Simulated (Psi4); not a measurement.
# BNH2Cl2 (BCl2(NH2)): HF/3-21G

What is the vertical ionisation energy of BNH2Cl2 (BCl2(NH2)) at HF/3-21G? 

Program for the calculation: Psi4 1.11.

1 further run of the same task is left out (set aside as unsound or not needed).

## (1) The structure to begin with

BNH2Cl2: 6 atoms, total charge 0, spin state singlet. SMILES: `NB(Cl)Cl`. The shape is that of a GFN2-xTB optimisation.

Bond lengths: B1–Cl2 1.734 Å, B1–Cl3 1.733 Å, B1–N4 1.386 Å, N4–H5 1.006 Å, N4–H6 1.006 Å. Angles: Cl2–B1–Cl3 120.4°, Cl2–B1–N4 119.7°, Cl3–B1–N4 119.8°, B1–N4–H5 123.3°, B1–N4–H6 123.0°, H5–N4–H6 113.7°.

## (2) The energy at HF/3-21G

bcl2h2n.json

```json
{
  "schema_name": "qcschema_input",
  "schema_version": 1,
  "molecule": {
    "schema_name": "qcschema_molecule",
    "schema_version": 2,
    "symbols": ["B", "Cl", "Cl", "N", "H", "H"],
    "geometry": [0.55348188, 0.96651932, 0.0075967, 3.71440788, 1.01659707, 0.87178735, -0.97874585, 3.73373977, -0.84200527, -0.75248894, -1.30355198, -0.00627389, -2.58300995, -1.45112069, -0.50000264, 0.04635498, -2.96218349, 0.46889774],
    "molecular_charge": 0,
    "molecular_multiplicity": 1,
    "fix_symmetry": "c1",
    "fix_com": true,
    "fix_orientation": true
  },
  "driver": "energy",
  "model": {
    "method": "hf",
    "basis": "3-21G"
  },
  "keywords": {
    "puream": true,
    "e_convergence": 1e-09,
    "d_convergence": 1e-08,
    "scf_type": "pk"
  }
}
```

On the command line:

```
psi4 --qcschema bcl2h2n.json -n 1 --memory 1600MB
```

stdout, shortened:

```text
[...]
  Running in c1 symmetry.
[...]
  Nuclear repulsion =  184.008206136055946
[...]
  Multiplicity = 1
[...]
  Nalpha       = 24
  Nbeta        = 24
[...]
    Number of basis functions: 48
[...]
   @RHF iter   1:  -994.51574758539311   -2.18756e-01   7.22893e-03 ADIIS/DIIS
[...]
   @RHF iter  11:  -994.57801258650852   -7.95808e-13   1.24003e-09 DIIS
[...]
    Orbital Energies [Eh]
    ---------------------
    Doubly Occupied:
       1A   -104.104971     2A   -104.104643     3A    -15.519260
       4A    -10.503173     5A    -10.502235     6A     -7.966000
       7A     -7.965778     8A     -7.962075     9A     -7.961942
      10A     -7.961890    11A     -7.961717    12A     -7.690364
      13A     -1.218439    14A     -1.138089    15A     -1.110734
      16A     -0.744910    17A     -0.720714    18A     -0.624530
      19A     -0.550031    20A     -0.548950    21A     -0.482654
      22A     -0.466886    23A     -0.452940    24A     -0.443343
[...]
  @RHF Final Energy:  -994.57801258650852
   => Energetics <=
    Nuclear Repulsion Energy =            184.0082061360559464
    One-Electron Energy =               -1739.7599020680195281
    Two-Electron Energy =                 561.1736833454551743
    Total Energy =                       -994.5780125865085211
[...]
 Multipole Moments:
 ------------------------------------------------------------------------------------
     Multipole            Electronic (a.u.)      Nuclear  (a.u.)        Total (a.u.)
 ------------------------------------------------------------------------------------
 L = 1.  Multiply by 2.5417464519 to convert [e a0] to [Debye]
 Dipole X            :        -42.2133022           41.4695864           -0.7437158
 Dipole Y            :        -73.3393287           72.0501548           -1.2891739
 Dipole Z            :         -0.4802718            0.4692567           -0.0110151
 Magnitude           :                                                    1.4883561
[...]
```

The result, in JSON:

```text
{
 "driver": "energy",
 "model": {
  "method": "hf",
  "basis": "3-21G"
 },
 "success": true,
 "return_result": -994.5780125865085,
 "properties": {
  "calcinfo_nbasis": 48,
  "calcinfo_nmo": 48,
  "calcinfo_nalpha": 24,
  "calcinfo_nbeta": 24,
  "calcinfo_natom": 6,
  "nuclear_repulsion_energy": 184.00820613605595,
  "return_energy": -994.5780125865085,
  "scf_one_electron_energy": -1739.7599020680195,
  "scf_two_electron_energy": 561.1736833454552,
  "scf_dipole_moment": [-0.7437158420360248, -1.2891738670497688, -0.011015105035744377],
  "scf_total_energy": -994.5780125865085,
  "scf_iterations": 11
 }
}
```

It took 1.1 s on 1 thread of Intel Xeon 6975P-C (Granite Rapids), shared host; peak memory 0.19 GiB.

## (3) The doublet cation: energy and gradient at UHF/3-21G

input.inp

```
memory 1600 MB

molecule mol {
  1 2
  B      0.292890     0.511460     0.004020
  Cl     1.965580     0.537960     0.461330
  Cl    -0.517930     1.975810    -0.445570
  N     -0.398200    -0.689810    -0.003320
  H     -1.366870    -0.767900    -0.264590
  H      0.024530    -1.567520     0.248130
  symmetry c1
}

set basis 3-21G
set reference uhf
set puream true
set e_convergence 1e-09
set d_convergence 1e-08
set scf_type pk
set maxiter 200

e_tot, wfn = gradient('hf', return_wfn=True)
```

On the command line:

```
psi4 input.inp input.out -n 1
```

input.out:

```text
[...]
  Running in c1 symmetry.
[...]
  Nuclear repulsion =  184.008206029430141
[...]
  Multiplicity = 2
[...]
  Nalpha       = 24
  Nbeta        = 23
[...]
    Number of basis functions: 48
[...]
   @UHF iter   1:  -994.11839346460999    1.78598e-01   6.07766e-03 DIIS/ADIIS
[...]
   @UHF iter  16:  -994.20163382672320   -6.82121e-13   5.50881e-09 DIIS
[...]
   @S^2 Observed:                7.651563273E-01
[...]
    Orbital Energies [Eh]
    ---------------------
    Alpha Occupied:
       1A   -104.331081     2A   -104.330769     3A    -15.933924
       4A    -10.727973     5A    -10.727040     6A     -8.189913
       7A     -8.189723     8A     -8.188087     9A     -8.187941
      10A     -8.185702    11A     -8.185507    12A     -7.953006
      13A     -1.619350    14A     -1.375511    15A     -1.335639
      16A     -1.097284    17A     -1.082576    18A     -0.948462
      19A     -0.847661    20A     -0.775208    21A     -0.724792
      22A     -0.702429    23A     -0.676594    24A     -0.664039
    Alpha Virtual:
      25A     -0.104555    26A     -0.026892    27A      0.005448
[...]
  @UHF Final Energy:  -994.20163382672320
   => Energetics <=
    Nuclear Repulsion Energy =            184.0082060294301414
    One-Electron Energy =               -1727.6823912032862154
    Two-Electron Energy =                 549.4725513471329350
    Total Energy =                       -994.2016338267231959
  UHF NO Occupations:
  HONO-2 :   22  A 1.9982691
  HONO-1 :   23  A 1.9957552
[...]
 Multipole Moments:
 ------------------------------------------------------------------------------------
     Multipole            Electronic (a.u.)      Nuclear  (a.u.)        Total (a.u.)
 ------------------------------------------------------------------------------------
 L = 1.  Multiply by 2.5417464519 to convert [e a0] to [Debye]
 Dipole X            :          0.7158041           -2.4202686           -1.7044646
 Dipole Y            :          1.2525928           -4.2091774           -2.9565846
 Dipole Z            :          0.0086662           -0.0286730           -0.0200068
 Magnitude           :                                                    3.4127690
[...]
  -Total Gradient:
     Atom            X                  Y                   Z
    ------   -----------------  -----------------  -----------------
       1       -0.062190348039    -0.107555766893    -0.000728724528
       2       -0.004465464713     0.007699040136    -0.002450231446
       3        0.009143554949    -0.000311969349     0.002533386408
       4        0.049208138297     0.085688322617     0.000759203804
       5        0.016900383025    -0.000274394647     0.004675431209
       6       -0.008596263523     0.014754768152    -0.004789065442
[...]
```

Run time: 1.3 s. Hardware: 1 thread of Intel Xeon 6975P-C (Granite Rapids), shared host; peak memory 0.19 GiB.

## (4) Results

At HF/3-21G:

| quantity | value |
| --- | --- |
| singlet BNH2Cl2: total energy | -994.57801 Eh |
| singlet BNH2Cl2: dipole moment | 3.78 D |
| singlet BNH2Cl2: HOMO energy | -12.06 eV |
| singlet BNH2Cl2: LUMO energy | 4.38 eV |
| singlet BNH2Cl2: HOMO–LUMO gap | 16.44 eV |
| doublet cation: total energy | -994.20163 Eh |
| doublet cation: HOMO energy (highest over α and β) | -17.65 eV |
| doublet cation: LUMO energy (lowest over α and β) | -8.68 eV |
| doublet cation: ⟨S²⟩ | 0.765 |
| doublet cation: largest force on an atom | 6.389 eV/Å |
| vertical ionisation energy (to the doublet cation) | 10.242 eV |

What this shows: The vertical ionisation energy comes to 10.24 eV (988 kJ/mol). The negative HOMO energy of the first species, 12.06 eV, lies 1.82 eV above that difference.
